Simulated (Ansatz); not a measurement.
Crystal: GaF.

```
CELL_PARAMETERS angstrom
3.16592 0.00000 0.00000
0.00000 3.16592 0.00000
0.00000 0.00000 3.16592
ATOMIC_POSITIONS crystal
Ga 0.00000 0.00000 0.00000
F 0.50000 0.50000 0.50000
```

The cell was built by a generator and needn't be a form met in nature.

A run of Ansatz 0.2.0 on this cell left the log below. Logs are shortened: lines on timing, memory, paths and dates and some standing lists are left out, and cuts for length are marked.

```text
Warning: RAYON_NUM_THREADS=2 ignored (pool sized by the plan → 2); use --threads N
Engine: ansatz 0.2.0, aarch64-unknown-linux-gnu
Pseudopotentials: kind: paw
Pseudopotential: Ga, paw, valence charge 13, recommended cutoff 420 eV (normal), Ga.paw.azcp
Pseudopotential: F, paw, valence charge 7, recommended cutoff 420 eV (normal), F.paw.azcp
Functional definition: SPW92
  exchange = slater_x
  correlation = pw_c
Crystal: 2 atoms, lattice volume = 31.732 Å³
Basis set: ecut = 420 eV, 619 PW (Γ)
Bands: 14, of which v1, the nominal top of the filled ones, is band 10 counted from 1 (9 counted from 0)
Symmetry: 48 space group operations
Space group: Pm-3m (ITA 221), of the structure as read, at distance tolerance 3.2e-5 Å
k-points: 20 of 216
Non-local potential: Ga, projectors of the file, l = 0: 2, l = 1: 2, l = 2: 3, l = 3: 1
Non-local potential: F, projectors of the file, l = 0: 2, l = 1: 2, l = 2: 1
PAW form: soft (Blöchl's): semilocal exchange-correlation on the pseudo side does not see the compensation charge
PAW frozen core: Ga, regenerated for the run's functional, and the local potential with it (the file was generated under x = pbe(κ = 0.804, μ = 0.2195149727645171), c = pbe(β = 0.06672455060314922))
PAW frozen core: F, regenerated for the run's functional, and the local potential with it (the file was generated under x = pbe(κ = 0.804, μ = 0.2195149727645171), c = pbe(β = 0.06672455060314922))
PAW one-centre angular grid: Ga, 590 points (default); XC on 64 Gauss nodes
PAW one-centre angular grid: F, 110 points (default); XC on 64 Gauss nodes
Initial density: superposition of atomic densities (neutral atoms: chi_scale 0, normalization atom), corrected by the library's trained network
Initial wavefunctions: pseudopotential atomic-orbital guess
Functional: x = slater, c = lda
SCF iter   1: F=—  HF=-4500.447601 eV  |F-HF|=—  |Δ(HF+E_count)|=         —  Δρ=1.77e-2  dr2=7.74e-2  ethr=1.77e-3  ⟨swp⟩=4.0  Hψ=1244  notcnv=0  defer=31
preconditioner: auto → none  [insulator: Δε(μ)=0.398 eV  Ē_g=17.489 eV  n_scr=6 (ndim 8)  ℏωp=29.5 eV  f_vac=0.000  ε∞_Penn≈3.8]
[... 68 lines left out ...]
  E_xc         = -146.360682
  E_vxc        = -158.481647  (∫ρ·V_xc dr)
  E_paw        = -2092.285167  (= ΣΔE_a)
  E_vpaw       = -467.449877  (= ΣTr[D̂ρ^β])
  E_aug_tail   = 0.001953  (compensation charges beyond the density's cutoff)
  E_ewald      = -1738.560515
  E_core_change = 1.841732  (= ΣΔE_core)
  E_smearing   = -0.000000  (= −TS)
  E_closure    = -0.000000  (closes the sum)
  Σ components = -4500.429193   (vs F -4500.429193, Δ=0.00e0)
--- Forces (eV/Å), atoms counted from 1 ---
  atom   1  Ga    -0.00000000     0.00000000    -0.00000000
  atom   2  F      0.00000000    -0.00000000    -0.00000000
  max |Σ_I F_I| component: 1.80e-29 eV/Å
--- Stress (GPa, compression-positive) ---
       -6.216599       0.000000       0.000000
        0.000000      -6.216599       0.000000
        0.000000       0.000000      -6.216599
  P = ⅓ Tr σ = -6.2166 GPa (-62.166 kbar)
--- Band table (eV; the first three rows and the last of 20) ---
  k-point 0: bands = ["-16.4078", "-8.8987", "-8.8987", "-8.7311", "-8.7311", "-8.7311", "-0.6784", "1.9760", "1.9760", "1.9760", "13.6560", "13.6560", "13.6560", "15.0942"]
  k-point 1: bands = ["-16.3684", "-8.8963", "-8.8689", "-8.7433", "-8.7433", "-8.7301", "-0.8885", "2.0442", "2.0442", "2.3259", "10.7872", "13.6921", "13.6921", "15.4695"]
  k-point 2: bands = ["-16.2882", "-8.8914", "-8.8108", "-8.7676", "-8.7676", "-8.7281", "-1.2763", "2.1833", "2.1833", "3.3439", "7.7193", "13.7560", "13.7560", "16.5789"]
  k-point 19: bands = ["-16.0249", "-8.8422", "-8.8422", "-8.8422", "-8.6896", "-8.6896", "1.4021", "1.4021", "1.4021", "5.3513", "7.7040", "7.7040", "7.7040", "17.2073"]
--- Elastic constants: 2 strain directions × 2 members + reference (group order 48) ---
  dense FFT box of the reference and of every strained cell: 24×24×24
  strains applied: 11, 23; error gains: componentwise 1.00 (the most a stress slope's error grows in a printed constant), spectral 1.73 (1 for all six strains in a standard setting)
  C = ∂σ_k/∂η_j (tension-positive GPa; Voigt order 11 22 33 23 13 12):
        58.010     22.840     22.840     -0.000     -0.000     -0.000
        22.840     58.010     22.840     -0.000     -0.000     -0.000
        22.840     22.840     58.010     -0.000     -0.000     -0.000
         0.000      0.000      0.000     -8.033     -0.000     -0.000
        -0.000     -0.000      0.000     -0.000     -8.033     -0.000
         0.000     -0.000     -0.000     -0.000     -0.000     -8.033
  reference stress σ⁰ (GPa):      6.217      6.217      6.217     -0.000     -0.000     -0.000
  C* (energy form; C + prestress term) asymmetry max|C*_kj − C*_jk| = 3.553e-15 GPa — a small one proves nothing (zero by symmetry where the batch's group is 432, −43m or m−3m); a large one is finite-difference/SCF noise where every solve meets its electron count
  moduli (Voigt/Reuss/Hill, GPa): K = 34.56/34.56/34.56   G = 2.21/-19.25/-8.52   E = -27.85   ν = 0.634
  mechanically stable: NO (min eigenvalue of sym C = -8.03 GPa)
  strain η (Voigt 11):  stress-route row diagonal C_11 = 58.01 GPa, energy-path curvature d²(F+E_count+ΔE)/dδ²/Ω₀ = 60.36 GPa
         δ    σ_11 (GPa)             F (eV)   n_scf  n_hpsi   n_pw
    -2.000e-3       6.1007       -4500.4317031       8   10589    630
     2.000e-3       6.3328       -4500.4266076       6    8822    632
  strain η (Voigt 23):  stress-route row diagonal C_44 = -8.03 GPa, energy-path curvature d²(F+E_count+ΔE)/dδ²/Ω₀ = -10.45 GPa
         δ    σ_23 (GPa)             F (eV)   n_scf  n_hpsi   n_pw
    -2.000e-3       0.0161       -4500.4291967       7   12567    632
     2.000e-3      -0.0161       -4500.4291967       5   10051    632
```

Problem. What input gives this log?

Solution. Elastic constants with LDA, no spin polarisation. The files as run (others can give the same):

input.yaml
```yaml
crystal:
  lattice:
    - [3.16592, 0.0, 0.0]
    - [0.0, 3.16592, 0.0]
    - [0.0, 0.0, 3.16592]
  atoms:
    - { symbol: Ga, position: [0.0, 0.0, 0.0] }
    - { symbol: F, position: [0.5, 0.5, 0.5] }
hamiltonian:
  xc: lda
  pseudopotentials: { kind: paw }
kpoints:
  mp_grid: { grid: [6, 6, 6] }
scf:
  occupations: { method: fixed }
output:
  forces: true
  stress: true
elastic:
  mode: clamped_ion
  stencil: two_point
```

Potentials or basis: Ansatz PAW.
The run is started by
```console
$ ansatz run input.yaml --threads 2 --pin off --max-ram 5632MiB --backend cpu --events-out ev --progress --plain --runs-dir out
```

Caveat: the cell is more than 3 GPa from zero pressure, which shifts response properties; the elastic tensor has a negative eigenvalue, so either the cell is unstable as it stands or the mesh is too thin; the pressure holds a Pulay correction of +0.6 GPa for the finite cutoff; the PAW data sets come from PBE, with cores solved anew for the run's functional, which leaves a small shift of forces and pressure.
